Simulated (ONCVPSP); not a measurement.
# An ONCV potential for Ge, from input to tests

Aim: build the potential from the settings below, then test how well it stands in for the atom: other configurations, scattering, ghost states and the plane-wave cutoff that it needs.

Program: ONCVPSP 4.0.1.1 (patched build). Reference atom: LDA (Perdew-Wang 92), scalar-relativistic, spherical and spin-unpolarised. All values are calculated.

## 1. The design

Typed settings, in words:

* element: germanium (Ge, Z = 32)
* type: optimised norm-conserving Vanderbilt (ONCV)
* frozen core: [Ne]
* valence charge: 22
* reference configuration: 3s2 3p6 3d10 4s2 4p2
* partial waves: 3s+4s: rc 1.25 bohr, ncon 3, nbas 6, qcut 8.7 1/bohr, 3 projectors, debl 3.3 Ha; 3p+4p: rc 0.95 bohr, ncon 4, nbas 7, qcut 13.7 1/bohr, 2 projectors; 3d: rc 0.85 bohr, ncon 5, nbas 10, qcut 17.7 1/bohr, 3 projectors, debl 3.7 Ha
* local potential: polynomial inside 0.70 bohr (lpopt 5, dvloc0 2 Ha)
* core correction: Teter function, fcfact 1.75, rcfact 1.7

An earlier all-electron run gives the scale for the radii.

All-electron outer shells of the reference configuration (LDA (PZ), scalar-relativistic, ld1.x):

| shell | level (eV) | outermost node (bohr) | outermost maximum (bohr) |
| --- | --- | --- | --- |
| 2s | -1369.45 | 0.06 | 0.18 |
| 2p | -1198.06 | – | 0.14 |
| 3s | -167.73 | 0.26 | 0.54 |
| 3p | -115.38 | 0.23 | 0.54 |
| 3d | -29.55 | – | 0.50 |
| 4s | -11.95 | 0.77 | 1.73 |
| 4p | -4.05 | 0.82 | 2.19 |

## 2. Generating the potential

The input, Ge.dat:

```
# ATOM AND REFERENCE CONFIGURATION
# atsym  z   nc   nv     iexc    psfile
  Ge 32.00    3    5  -001012      upf
#
#   n    l    f
    1    0    2.00
    2    0    2.00
    2    1    6.00
    3    0    2.00
    3    1    6.00
    3    2   10.00
    4    0    2.00
    4    1    2.00
#
# PSEUDOPOTENTIAL AND OPTIMIZATION
# lmax
    2
#
#   l,   rc,      ep,       ncon, nbas, qcut
    0    1.25    0.00    3    6    8.70
    1    0.95    0.00    4    7   13.70
    2    0.85    0.00    5   10   17.70
#
# LOCAL POTENTIAL
# lloc, lpopt,  rc(5),   dvloc0
    4    5    0.70    2.00
#
# VANDERBILT-KLEINMAN-BYLANDER PROJECTORs
# l, nproj, debl
    0    3    3.30
    1    2    0.30
    2    3    3.70
#
# MODEL CORE CHARGE
# icmod, fcfact, rcfact
    3    1.75    1.70
#
# LOG DERIVATIVE ANALYSIS
# epsh1, epsh2, depsh
   -8.00    5.00    0.04
#
# OUTPUT GRID
# rlmax, drl
    6.00    0.01
#
# TEST CONFIGURATIONS
# ncnf
    4
# nvcnf
#   n    l    f
    5
    3    0    2.00
    3    1    6.00
    3    2   10.00
    4    0    2.00
    4    1    1.00
#
    5
    3    0    2.00
    3    1    6.00
    3    2   10.00
    4    0    2.00
    4    1    0.00
#
    5
    3    0    2.00
    3    1    6.00
    3    2   10.00
    4    0    1.00
    4    1    0.00
#
    5
    3    0    2.00
    3    1    6.00
    3    2    9.00
    4    0    2.00
    4    1    2.00
#
```

Launch:

```bash
$ oncvpsp.x < Ge.dat > Ge.out
```

What does the calculation give? Wanted: cutoffs for 1 and 0.1 mHa per electron, occupied waves; bound ghosts; GHOST(+) flags; largest test error; largest phase difference near zero energy, channels read; rms error of d²Exc/dn², without and with the model core.

As calculated:

| quantity | value |
| --- | --- |
| cutoffs for 1 and 0.1 mHa per electron, occupied waves | 137 Ha and 154 Ha |
| bound ghosts | none found |
| GHOST(+) flags | none at low energy |
| largest test error (AE − PS) | +20 meV, for 3s2 3p6 3d9 4s2 4p2 |
| largest phase difference near zero energy, channels read | 0.000 rad |
| rms error of d²Exc/dn², without and with the model core | 3.01 and 0.99 mHa |

In words: The worst unpolarised test, 3s2 3p6 3d9 4s2 4p2, is off by 20 meV on 39.0 eV; by total energies transferability rates as good. The potential is very hard: the looser tolerance needs 137 Ha. At the looser tolerance the 3d wave is the slowest; 3p needs 63 Ha. No bound ghost shows below the valence levels. Near zero energy the phases of the channels with partial waves agree within 0.001 rad.
